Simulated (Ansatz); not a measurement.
# SiTe: one crystal by all-electron and frozen-core methods, part 2 of 2

Does the method matter for SiTe? The same cell, functional and mesh are run with full-potential LAPW, PAW on the default files and all-electron PAW on datasets made for the crystal. The cell is first relaxed from a guess with PAW; it needn't be the stable phase of this composition.

Ansatz 0.2.0; DFT PBE; a cell built from a prototype (wurtzite type), not taken from measurement. «Crystal datasets» are all-electron PAW datasets made for this crystal. The steps go on from the part before.

## 3. Full-potential LAPW

File input.yaml:

```yaml
crystal:
  lattice:
    - [4.9655942136, 0.0, 0.0]
    - [-2.4827971068, 4.3003307339, 0.0]
    - [0.0, 0.0, 5.954583771]
  atoms:
    - { symbol: Te, position: [0.3333333333, 0.6666666667, -0.0396559744] }
    - { symbol: Te, position: [0.6666666667, 0.3333333333, 0.4603440256] }
    - { symbol: Si, position: [0.3333333333, 0.6666666667, 0.4156559744] }
    - { symbol: Si, position: [0.6666666667, 0.3333333333, 0.9156559744] }
kpoints:
  mp_grid: { grid: [10, 10, 6] }
  band_path:
    path:
      - [0.0, 0.0, 0.0]
      - [0.5, 0.0, 0.0]
      - [0.3333333333, 0.3333333333, 0.0]
      - [0.0, 0.0, 0.0]
      - [0.0, 0.0, 0.5]
      - [0.5, 0.0, 0.5]
      - [0.3333333333, 0.3333333333, 0.5]
      - [0.0, 0.0, 0.5]
      - [0.5, 0.0, 0.5]
    npoints: 8
scf:
  occupations: { method: fermi_dirac, width: 0.08 }
hamiltonian:
  xc: pbe
  pseudopotentials: { kind: all_electron, lapw: { basis_error: 0.001 } }
output:
  forces: true
  stress: true
  eigenvalues: true
  populations: true
  dos: { projected: true, de: 0.2, e_range: [-14, 8] }
```

Launch:

```sh
ansatz run input.yaml --threads 1 --pin off --max-ram 3072MiB --backend cpu --events-out ev --progress --plain --runs-dir out
```

What it wrote:

```text
Te: projections on atomic orbitals take those of the free atom 1s2 2s2 2p6 3s2 3p6 3d10 4s2 4p6 4d10 5s2 5p4, of charge +0.00 (hamiltonian.pseudopotentials.projection_atoms)
Si: projections on atomic orbitals take those of the free atom 1s2 2s2 2p6 3s2 3p2, of charge +0.00 (hamiltonian.pseudopotentials.projection_atoms)
LAPW: plane waves up to 7.311 Å⁻¹, error target 1.0e-3 eV per atom; small_component_spin mean_spin; Si in spheres of 1.204 Å, 12 of its electrons in bands, Dirac shells []; Te in spheres of 1.507 Å, 24 of its electrons in bands, Dirac shells []
Engine: ansatz 0.2.0
Pseudopotentials: kind: all_electron
Pseudopotential: Te, LAPW, valence charge 24, Koelling and Harmon's equation, gaussian nucleus
Pseudopotential: Si, LAPW, valence charge 12, Koelling and Harmon's equation, gaussian nucleus
Functional definition: PBE
  parameter kappa = 0.804
  parameter beta = 0.06672455060314922
  exchange = pbe_x(kappa = kappa, mu = beta*pi^2/3)
  correlation = pbe_c(beta = beta)
Crystal: 4 atoms, lattice volume = 127.152 Å³
Basis set: ecut = 203.66016113000256 eV, 823 PW (Γ), exchange–correlation at level 2
Bands: 44, of which v1, the nominal top of the filled ones, is band 36 counted from 1 (35 counted from 0)
Symmetry: 12 space group operations
Space group: P63mc (ITA 186), of the structure as read, at distance tolerance 5.0e-5 Å
k-points: 56 of 600 (time reversal used)
Non-local potential: Te, projectors of the file, none
Non-local potential: Si, projectors of the file, none
Initial density: superposition of atomic densities (chi_scale 0.1, normalization cell, long waves kept (reshape's long-wave potential 0.00 eV rms))
Initial wavefunctions: plane waves of lowest kinetic energy (no species holds an atomic orbital)
Functional: x = pbe(κ = 0.804, μ = 0.2195149727645171), c = pbe(β = 0.06672455060314922)
iter 1 solved again at ethr=3.62e-4 eV; its pass at ethr=1.00e-1 eV (dr2=2.61e-1 eV) is discarded
SCF iter   1: F=—  HF=-385551.795090 eV  |F-HF|=—  |Δ(HF+E_count)|=         —  Δρ=1.35e-2  dr2=2.64e-1  ethr=3.62e-4  ⟨swp⟩=2.9  Hψ=16517  notcnv=0
preconditioner: auto → LDOS  [metal: Δε(μ)=0.017 eV  Ē_g=8.633 eV  σ=0.080 eV  W_gap=0.05  n_scr=22 (ndim 8)  ℏωp=14.7 eV  f_vac=0.144  D(μ)=1.33/eV (n_scr^D=2)  β→1.0]
iter 2 solved again at ethr=6.99e-6 eV; its pass at ethr=3.62e-4 eV (dr2=5.03e-3 eV) is discarded
SCF iter   2: F=—  HF=-385551.756408 eV  |F-HF|=—  |Δ(HF+E_count)|=   3.87e-2  Δρ=1.91e-3  dr2=5.06e-3  ethr=6.99e-6  ⟨swp⟩=2.2  Hψ=12511  notcnv=0
SCF iter   3: F=—  HF=-385551.758055 eV  |F-HF|=—  |Δ(HF+E_count)|=         —  Δρ=6.65e-4  dr2=9.83e-4  ethr=6.99e-6  ⟨swp⟩=3.0  Hψ=7491  notcnv=0
the basis was enlarged: its passes take 304.5 KiB over the memory plan, 1 of 1 planned eigensolver slots
SCF iter   4: F=—  HF=-385551.756426 eV  |F-HF|=—  |Δ(HF+E_count)|=   1.63e-3  Δρ=2.28e-4  dr2=9.97e-5  ethr=1.36e-6  ⟨swp⟩=2.8  Hψ=7123  notcnv=0
SCF iter   5: F=—  HF=-385551.756372 eV  |F-HF|=—  |Δ(HF+E_count)|=   5.37e-5  Δρ=8.43e-5  dr2=1.74e-5  ethr=1.38e-7  ⟨swp⟩=3.0  Hψ=7398  notcnv=0
SCF iter   6: F=—  HF=-385551.756365 eV  |F-HF|=—  |Δ(HF+E_count)|=   7.73e-6  Δρ=1.41e-5  dr2=4.72e-7  ethr=2.41e-8  ⟨swp⟩=3.0  Hψ=7297  notcnv=0
SCF iter   7: F=-385551.756364 eV  HF=-385551.756364 eV  |F-HF|=3.99e-8  |Δ(HF+E_count)|=   1.11e-7  Δρ=5.65e-6  dr2=4.56e-8  ethr=6.56e-10  ⟨swp⟩=3.0  Hψ=7656  notcnv=0
SCF 1 converged in 7 iterations: F = -385551.756364 eV  dr2 = 4.56e-8
NSCF: frozen V_eff on 65 k-points
SCF converged after 7 iterations
Free energy (F): -385551.756364 eV
Harris-Foulkes:  -385551.756364 eV  (|F-HF|=3.99e-8)
Internal energy: -385551.727024 eV  (E = F + TS)
E sigma→0 (E₀):  -385551.741694 eV
Entropy (-TS):   -0.029340 eV (-7.335 meV/atom)
Fermi energy:    8.024802 eV
--- Per-component energies (eV) ---
  E_band       = -3878.100244
  E_kinetic    = 406337.189701
  E_xc         = -10714.021826
  E_electrostatic = -781174.894900  (all electrons and nuclei)
  E_smearing   = -0.029340  (= −TS)
  E_closure    = 0.000000  (closes the sum)
  E_atoms      = -385536.185341  (free atoms, spherical and without spin; not in F)
  Σ components = -385551.756364   (vs F -385551.756364, Δ=0.00e0)
  Basis errors (estimates in eV, not in F): energy 4.4e-4 per atom: plane waves 4.1e-4 (2.3e-4 summed), levels above the bands 1.2e-28, relativity 2.8e-8, radial functions 2.9e-5, core shells 4.0e-10; eigenvalues (radial functions only) 9.3e-7; not estimated: angular momenta, meshes, grids; target (lapw.basis_error) 1.0e-3; muffin-tin radii Si 1.204 Å, Te 1.507 Å
--- Forces (eV/Å), atoms counted from 1 ---
  atom   1  Te     0.00000000    -0.00000000     0.00472091
  atom   2  Te     0.00000000     0.00000000     0.00472091
  atom   3  Si    -0.00000000    -0.00000000    -0.00468900
  atom   4  Si     0.00000000     0.00000000    -0.00468900
  max |Σ_I F_I| component: 6.38e-5 eV/Å
--- Stress (GPa, compression-positive) ---
        0.006738       0.000000       0.000000
       -0.000000       0.006738       0.000000
        0.000000       0.000000      -0.010871
  P = ⅓ Tr σ = 0.0009 GPa (0.009 kbar)
--- Band table (eV; the first three rows and the last of 56) ---
  k-point 0: bands = ["-151.9893", "-151.9893", "-127.1136", "-127.1136", "-102.0284", "-102.0284", "-102.0284", "-102.0284", "-102.0269", "-102.0269", "-83.1770", "-83.1770", "-83.1770", "-83.1770", "-83.1539", "-83.1539", "-29.3601", "-29.3590", "-29.3577", "-29.3577", "-29.3560", "-29.3560", "-29.3556", "-29.3556", "-29.3548", "-29.3548", "-5.0803", "-3.2344", "0.7819", "2.9578", "3.7286", "3.8839", "3.8839", "5.6514", "5.7022", "5.7022", "7.9610", "7.9610", "10.1317", "10.1317", "11.5789", "12.0849", "12.2818", "12.2818"]
  k-point 1: bands = ["-151.9893", "-151.9893", "-127.1136", "-127.1136", "-102.0284", "-102.0284", "-102.0284", "-102.0284", "-102.0269", "-102.0269", "-83.1770", "-83.1770", "-83.1770", "-83.1770", "-83.1539", "-83.1539", "-29.3600", "-29.3590", "-29.3576", "-29.3576", "-29.3562", "-29.3562", "-29.3555", "-29.3555", "-29.3548", "-29.3548", "-4.9903", "-3.4139", "0.8331", "3.1529", "3.4120", "3.9736", "3.9736", "5.5286", "5.5286", "6.3768", "8.0430", "8.0430", "9.8735", "9.8735", "10.4665", "12.2015", "12.6840", "12.6840"]
  k-point 2: bands = ["-151.9893", "-151.9893", "-127.1136", "-127.1136", "-102.0284", "-102.0284", "-102.0284", "-102.0284", "-102.0269", "-102.0269", "-83.1770", "-83.1770", "-83.1770", "-83.1770", "-83.1539", "-83.1539", "-29.3598", "-29.3592", "-29.3574", "-29.3574", "-29.3567", "-29.3567", "-29.3552", "-29.3552", "-29.3548", "-29.3548", "-4.7284", "-3.8415", "1.0751", "2.2859", "4.2343", "4.2343", "4.5613", "5.1108", "5.1108", "7.2193", "8.3064", "8.3064", "9.1794", "9.3173", "9.3173", "12.0417", "12.5428", "13.7607"]
  k-point 55: bands = ["-151.9893", "-151.9893", "-127.1136", "-127.1136", "-102.0284", "-102.0284", "-102.0284", "-102.0284", "-102.0269", "-102.0269", "-83.1770", "-83.1770", "-83.1770", "-83.1770", "-83.1539", "-83.1539", "-29.3595", "-29.3595", "-29.3567", "-29.3567", "-29.3564", "-29.3564", "-29.3555", "-29.3555", "-29.3552", "-29.3552", "-3.7682", "-3.7682", "-0.3713", "-0.3713", "3.4665", "3.4665", "6.0084", "6.0084", "7.9577", "7.9577", "8.5893", "8.5893", "9.2198", "9.2198", "11.9734", "11.9734", "12.5470", "12.5470"]
--- Löwdin populations: 4 sites ---
  site symbol       q [e]
     0     Te     51.8074
     1     Te     51.8074
     2     Si     14.0990
     3     Si     14.0990
  spilling = 0.001417 (of n_electrons = 132.000000)
```

Wall time 75 s (1 thread, shared host).

Read from it: pressure 0.00 GPa; no gap; largest force 0.005 eV/Å.

At the corners of the path (eV, zero at the Fermi level):

| point | band 33 | band 34 | band 35 | band 36 | band 37 | band 38 | band 39 |
| --- | --- | --- | --- | --- | --- | --- | --- |
| Γ | -4.14 | -2.37 | -2.32 | -2.32 | -0.06 | -0.06 | 2.11 |
| M | -3.94 | -2.77 | -2.66 | -0.44 | 1.64 | 2.01 | 3.81 |
| K | -4.47 | -3.27 | -0.54 | -0.54 | 1.83 | 1.87 | 1.87 |
| Γ | -4.14 | -2.37 | -2.32 | -2.32 | -0.06 | -0.06 | 2.11 |
| A | -3.39 | -3.39 | -1.95 | -1.95 | 0.72 | 0.72 | 0.72 |
| L | -2.59 | -2.59 | -1.10 | -1.10 | 0.67 | 0.67 | 2.66 |
| H | -1.99 | -1.99 | 0.06 | 0.06 | 0.58 | 0.58 | 1.12 |
| A | -3.39 | -3.39 | -1.95 | -1.95 | 0.72 | 0.72 | 0.72 |
| L | -2.59 | -2.59 | -1.10 | -1.10 | 0.67 | 0.67 | 2.66 |

States per cell in windows of 1 eV (zero at the Fermi level; grid of 0.20 eV, so sharp peaks spill over the borders):

| from | to | total | Te 5p | Si 3p | Si 3s |
| --- | --- | --- | --- | --- | --- |
| -10 | -9 | 0.00 | 0.00 | 0.00 | 0.00 |
| -9 | -8 | 0.70 | 0.24 | 0.01 | 0.43 |
| -8 | -7 | 2.33 | 0.68 | 0.07 | 1.42 |
| -7 | -6 | 0.71 | 0.19 | 0.03 | 0.38 |
| -6 | -5 | 0.55 | 0.23 | 0.15 | 0.12 |
| -5 | -4 | 2.55 | 1.45 | 0.99 | 0.06 |
| -4 | -3 | 2.75 | 1.67 | 0.95 | 0.07 |
| -3 | -2 | 3.26 | 2.07 | 0.92 | 0.17 |
| -2 | -1 | 1.26 | 0.55 | 0.40 | 0.24 |
| -1 | 0 | 1.81 | 0.87 | 0.42 | 0.38 |
| 0 | 1 | 1.89 | 0.36 | 1.25 | 0.06 |
| 1 | 2 | 3.11 | 0.74 | 1.86 | 0.10 |
| 2 | 3 | 2.95 | 0.89 | 1.53 | 0.08 |
| 3 | 4 | 2.54 | 0.68 | 1.06 | 0.04 |
| 4 | 5 | 3.23 | 0.53 | 0.78 | 0.02 |

## 4. PAW on the default files

Changes to input.yaml since step 3:

```diff
@@ -28,3 +28,3 @@
   xc: pbe
-  pseudopotentials: { kind: all_electron, lapw: { basis_error: 0.001 } }
+  pseudopotentials: { kind: paw }
 output:
@@ -33,3 +33,5 @@
   eigenvalues: true
+  efg: { contact_densities: true }
   populations: true
+  bader: true
   dos: { projected: true, de: 0.2, e_range: [-14, 8] }
```

Launch:

```sh
ansatz run input.yaml --threads 1 --pin off --max-ram 3072MiB --backend cpu --events-out ev --progress --plain --runs-dir out
```

What it wrote (excerpt; [...] marks lines left out):

```text
Te: output.efg is read without spin–orbit coupling, which moves field gradients at and beside such atoms by some per cent and up to a factor of two; PAW files take it under magnetization.noncollinear and magnetization.spin_orbit
[...]
[... 4 set-up lines as earlier in the session ...]
[...]
Crystal: 4 atoms, lattice volume = 127.152 Å³
Basis set: ecut = 420 eV, 2485 PW (Γ), exchange–correlation on 72×72×80 points (8 copies of the dense FFT grid, shifted against one another)
Bands: 24, of which v1, the nominal top of the filled ones, is band 20 counted from 1 (19 counted from 0)
[... 2 set-up lines as earlier in the session ...]
[...]
  atom   2  Te V_zz =    +2.308953   η = 0.0000   by run symmetry: allowed
            electrostatic potential = -8644.273038 V   contact ρ = 1468755.866184 e/Å³
  atom   3  Si V_zz =    -1.294233   η = 0.0000   by run symmetry: allowed
            electrostatic potential = -1357.499558 V   contact ρ = 12827.921316 e/Å³
  atom   4  Si V_zz =    -1.294233   η = 0.0000   by run symmetry: allowed
            electrostatic potential = -1357.499558 V   contact ρ = 12827.921316 e/Å³
--- Band table (eV; the first three rows and the last of 56) ---
[... band rows left out ...]
[...]
--- Löwdin populations: 4 sites ---
  site symbol       q [e]
     0     Te     15.7942
     1     Te     15.7942
     2     Si      4.1105
     3     Si      4.1105
  spilling = 0.004765 (of n_electrons = 40.000000)
--- Bader charges: 4 sites ---
  site symbol  charge [e]  shift [e]
     0     Te     -0.3372     0.0014
     1     Te     -0.3372     0.0014
     2     Si      0.3372     0.0014
     3     Si      0.3372     0.0014
  estimated error of the sums over rays = 3.8e-4 e
```

Wall time 40 s (1 thread, shared host).

In short: pressure 0.00 GPa; no gap; Vzz Te1 2.31 (η = 0.00), Si3 -1.29 (η = 0.00) (10²¹ V/m²).

| atom | Bader charge (e) | basin volume (Å³) |
| --- | --- | --- |
| Te1 | -0.34 | 39.10 |
| Si3 | +0.34 | 23.98 |

## 5. All-electron PAW on datasets made for the crystal

Changes to input.yaml since step 4:

```diff
@@ -28,3 +28,3 @@
   xc: pbe
-  pseudopotentials: { kind: paw }
+  pseudopotentials: { kind: all_electron, datasets: crystal }
 output:
@@ -34,4 +34 @@
   efg: { contact_densities: true }
-  populations: true
-  bader: true
-  dos: { projected: true, de: 0.2, e_range: [-14, 8] }
```

Launch:

```sh
ansatz run input.yaml --threads 1 --pin off --max-ram 3072MiB --backend cpu --events-out ev --progress --plain --runs-dir out
```

What it wrote (excerpt; [...] marks lines left out):

```text
[...]
Te: output.efg is read without spin–orbit coupling, which moves field gradients at and beside such atoms by some per cent and up to a factor of two; PAW files take it under magnetization.noncollinear and magnetization.spin_orbit
[...]
[... 1 set-up line as earlier in the session ...]
Pseudopotential: Te, paw, valence charge 16, recommended cutoff 140 eV (normal), Koelling and Harmon's equation, gaussian nucleus
Pseudopotential: Si, paw, valence charge 4, recommended cutoff 140 eV (normal), Koelling and Harmon's equation, gaussian nucleus
[... 1 set-up line as earlier in the session ...]
[...]
Crystal: 4 atoms, lattice volume = 127.152 Å³
Basis set: ecut = 140 eV, 479 PW (Γ), exchange–correlation on 48×48×54 points (8 copies of the dense FFT grid, shifted against one another)
Bands: 14, of which v1, the nominal top of the filled ones, is band 10 counted from 1 (9 counted from 0)
[... 1 set-up line as earlier in the session ...]
[...]
--- PAW observables at the nuclei: V_zz in 10²¹ V/m², potentials from the cell's mean, atoms counted from 1 ---
  atom   1  Te V_zz =    +2.184109   η = 0.0000   by run symmetry: allowed
            electrostatic potential = -8644.257116 V   contact ρ = 1468597.055726 e/Å³
  atom   2  Te V_zz =    +2.184109   η = 0.0000   by run symmetry: allowed
            electrostatic potential = -8644.257116 V   contact ρ = 1468597.055726 e/Å³
  atom   3  Si V_zz =    -1.297982   η = 0.0000   by run symmetry: allowed
            electrostatic potential = -1357.476367 V   contact ρ = 12836.899687 e/Å³
  atom   4  Si V_zz =    -1.297982   η = 0.0000   by run symmetry: allowed
            electrostatic potential = -1357.476367 V   contact ρ = 12836.899687 e/Å³
--- Band table (eV; the first three rows and the last of 56) ---
  k-point 0: bands = ["-5.0802", "-3.2343", "0.7820", "2.9579", "3.7288", "3.8839", "3.8839", "5.6515", "5.7023", "5.7023", "7.9611", "7.9611", "10.1317", "10.1317", "11.5790", "12.0847", "12.2817", "12.2817", "14.8830", "14.8830"]
[...]
```

It took 40 s on 1 thread, shared host.

Read from it: pressure 0.00 GPa; no gap; largest force 0.004 eV/Å; Vzz Te1 2.18 (η = 0.00), Si3 -1.30 (η = 0.00) (10²¹ V/m²).

| atom | contact density (e/Å³) |
| --- | --- |
| Te1 | 1468597 |
| Si3 | 12836.9 |

## 6. The methods compared

| method | pressure (GPa) | largest force (eV/Å) | Vzz Te1 (10²¹ V/m²) | Vzz Si3 (10²¹ V/m²) | SCF cycles, all passes |
| --- | --- | --- | --- | --- | --- |
| LAPW | 0.00 | 0.005 | – | – | 7 |
| PAW | 0.00 | 0.002 | 2.31 | -1.29 | 6 |
| crystal datasets | 0.00 | 0.004 | 2.18 | -1.30 | 18 |

## 7. Summary of results

This closing draws on all 2 parts.

```
           quantity                                               value
           pressure      LAPW 0.00, PAW 0.00, crystal datasets 0.00 GPa
         gap (LAPW)                                                none
      largest force  LAPW 0.005, PAW 0.002, crystal datasets 0.004 eV/Å
Bader charges (PAW)                              Te1 -0.34, Si3 +0.34 e
```

What this shows: The pressure is within half a GPa of zero, so the volume is close to equilibrium at this level. There is no gap at this level: the crystal is a metal or semimetal here, or the functional closes a real gap. Spin-orbit coupling is left out of this run, though the cell holds Te; it can open or close small gaps. Si 3p carries the largest share, 46 %, of the projected states within 0.3 eV of the Fermi level. The projection holds only the free atom's occupied shells (Te 5s, Te 5p, Si 3s, Si 3p in this range). The field gradient at Te1, the largest by crystal datasets, is 2.31 by PAW and 2.18 by crystal datasets (10²¹ V/m²); frozen cores can miss part of the core's response. No spin–orbit coupling: at heavy atoms the gradients can be off by tens of per cent for that reason. PAW lies less than 0.01 GPa from LAPW in pressure. The price, with the outputs that each input asks for: 75 s for LAPW against 40 s for PAW, about 1.9 to one.
